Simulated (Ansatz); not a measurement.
The system is HfIn4SiO6.

```
CELL_PARAMETERS angstrom
5.27743 0.00000 0.00000
-2.63872 4.57039 0.00000
0.00000 0.00000 10.55905
ATOMIC_POSITIONS crystal
Hf 0.66667 0.33333 0.00000
In 0.00000 0.00000 0.30446
In 0.00000 0.00000 0.69554
In 0.33333 0.66667 0.78919
In 0.33333 0.66667 0.21081
Si 0.00000 0.00000 0.00000
O 0.97300 0.70496 0.89972
O 0.29504 0.02700 0.10028
O 0.29504 0.26804 0.89972
O 0.73196 0.70496 0.10028
O 0.73196 0.02700 0.89972
O 0.97300 0.26804 0.10028
```

The cell was built by a generator and needn't be a form met in nature.

Base run:

```yaml
Program: Ansatz 0.2.0
Functional: PBE
Potentials_or_basis: all-electron LAPW, scalar-relativistic
Cutoff: 388 eV
Density_cutoff: 1550 eV
Basis_error_allowed: 0.002 eV/atom
k_mesh: 4 × 4 × 2
Occupations: fermi-dirac, width 0.05 eV
Spin: no spin polarisation
```

Its results: band gap on the k mesh 0.35 eV, indirect (least direct gap 1.71 eV); pressure 0.0 GPa; largest force 0.006 eV/Å.

Problem. After a change of settings the same cell gave: band gap on the k mesh 0.38 eV, indirect (least direct gap 1.78 eV); pressure 2.2 GPa; largest force 0.198 eV/Å. Which change was it?
A. functional from PBE to RPBE
B. functional from PBE to LDA
C. hubbard terms from none to Hf d U = 3 eV
D. potentials or basis from all-electron LAPW, scalar-relativistic to all-electron LAPW, relativistic spinors; spin from no spin polarisation to spin-orbit coupling, no magnetisation

Solution. A.

RPBE binds less tightly than PBE, so the same cell stands under more pressure.

Caveats: spin-orbit coupling is left out, which moves the levels of the heavy elements; the mesh misses the band edges, which the band path finds closer together.

Not every run made on this cell is shown here.
